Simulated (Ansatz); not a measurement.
Crystal: WS.

```xyz
2
Lattice="3.4448 0.0000 0.0000 0.0000 3.4448 0.0000 0.0000 0.0000 3.4448" Properties=species:S:1:pos:R:3 pbc="T T T"
W     1.7224    1.7224    1.7224
S     0.0000    0.0000    0.0000
```

The cell was built by a generator and needn't be a form met in nature.

* Program: Ansatz 0.2.0
* Task: relaxation of cell and atoms
* Functional: PBE0
* Potentials or basis: Ansatz PAW
* Cutoff: 420 eV (not typed: the program's choice for these potentials)
* k mesh: 4 × 4 × 4
* Occupations: fermi-dirac, width 0.05 eV
* Spin: no spin polarisation

At the start: volume 20.44 Å³/atom.

How do energy, volume and symmetry change on relaxing?

It ends after 7 steps and the volume is 13.16 Å³/atom (-35.6 %); space group Pm-3m (No. 221, to 0.05 Å).

Step by step:
```
step  energy change (eV)  largest force (eV/Å)  volume (Å³)
   1              0.0000                0.0000        40.88
   2             -1.3775                0.0000        35.19
   3             -2.4146                0.0000        30.05
   4             -2.8013                0.0000        25.44
   5             -2.8284                0.0000        26.42
   6             -2.8287                0.0000        26.32
   7             -2.8267                0.0000        26.32
```

Final structure:
```
CELL_PARAMETERS angstrom
2.97465 0.00000 0.00000
0.00000 2.97465 0.00000
0.00000 0.00000 2.97465
ATOMIC_POSITIONS crystal
W 0.50000 0.50000 0.50000
S 0.00000 0.00000 0.00000
```

Caveat: the k mesh is coarse (spacing up to 0.46 Å⁻¹), so the values aren't converged, least of all with exact exchange; the volume moved by over 15 % at a fixed basis, so the end points are rough; the plane-wave basis is chosen anew once the cell has moved, so the energies of steps on either side of that aren't comparable; the PAW data sets come from PBE, with cores solved anew for the run's functional, which leaves a small shift of forces and pressure.
